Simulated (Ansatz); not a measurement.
Run this with the Python package of Ansatz (0.2.0) and show what comes out.

`run_tae.py`
```python
"""Energy to split B2H6OSi into its atoms."""

from collections import Counter
import logging
import sys

import ansatz as az
from ase import Atoms

logging.basicConfig(stream=sys.stdout, format="%(levelname)s:%(name)s:%(message)s")
logger = logging.getLogger("ansatz_job")
logger.setLevel(logging.INFO)


def energy_of(molecule, charge=0, unpaired=0):
    calc = (
        molecule.calculation()
        .basis(gaussian="def2-TZVPP")  # the orbital basis, by name
        .functional("b3lyp")
    )
    if charge:
        calc = calc.charge(charge)
    if unpaired:
        calc = calc.spin("collinear", total=unpaired)
    report = calc.run(threads=1, pin="off").report
    if report["published_state_doubts"]:
        print("  doubts:", report["published_state_doubts"])
    return report["free_energy_ev"]


def main() -> None:
    atoms = Atoms(["B", "O", "Si", "B", "H", "H", "H", "H", "H", "H"], positions=[
        [-1.5908, 1.2126, 0.5108],
        [-0.6727, 0.2675, 0.9679],
        [0.2466, -0.1308, -0.4222],
        [1.6871, -1.4341, 0.0968],
        [-2.6962, 0.9005, 0.0898],
        [-1.3915, 2.427, 0.5664],
        [-0.5463, -0.7056, -1.4577],
        [1.0046, 1.0822, -0.9267],
        [1.633, -2.4863, -0.3809],
        [2.4093, -1.1842, 0.9587],
    ])
    b2h6osi = az.Crystal.molecule_from_ase(atoms)

    # Hund ground states
    unpaired = {"B": 1, "O": 2, "Si": 2, "H": 1}
    counts = Counter(site.symbol for site in b2h6osi.cartesian_sites)
    atom_energy = {s: energy_of(az.Crystal.molecule().atom(s, (0, 0, 0)), 0, unpaired[s]) for s in counts}
    whole = energy_of(b2h6osi, 0, 0)
    for s, e in atom_energy.items():
        logger.info(f"{s:2s} x{counts[s]}  {e:14.5f} eV")
    logger.info(f"B2H6OSi: {whole:.5f} eV")
    split = sum(counts[s] * e for s, e in atom_energy.items()) - whole
    logger.info(f"atomisation energy (no zero-point term): {23.060548 * split:.1f} kcal/mol, {split / sum(counts.values()):.3f} eV an atom")


if __name__ == "__main__":
    main()
```

```console
$ python run_tae.py
INFO:ansatz_job:B  x2      -671.13944 eV
INFO:ansatz_job:O  x1     -2043.47374 eV
INFO:ansatz_job:Si x1     -7874.75980 eV
INFO:ansatz_job:H  x6       -13.66431 eV
INFO:ansatz_job:B2H6OSi: -11377.43960 eV
INFO:ansatz_job:atomisation energy (no zero-point term): 805.8 kcal/mol, 3.494 eV an atom
```

805.8 kcal/mol from the electronic energies, without the zero-point term.

Reading the output:
- Total energies depend on the basis set; only differences at equal settings carry meaning.
- The geometry is a force-field or estimated start, not a minimum of this method, and the basis set is short of its limit. All parts are taken at fixed geometry, without zero-point energy.
- b3lyp holds the VWN-RPA fit, as in Gaussian; the form of ORCA and Turbomole is b3lyp5.
- Wall time of the script: 6.4 s on 1 thread of Intel(R) Xeon(R) Platinum 8375C CPU @ 2.90GHz (Ice Lake), on a shared host, peak memory 0.43 GiB.

(Lines on the test bed's own set-up are left out of the output.)
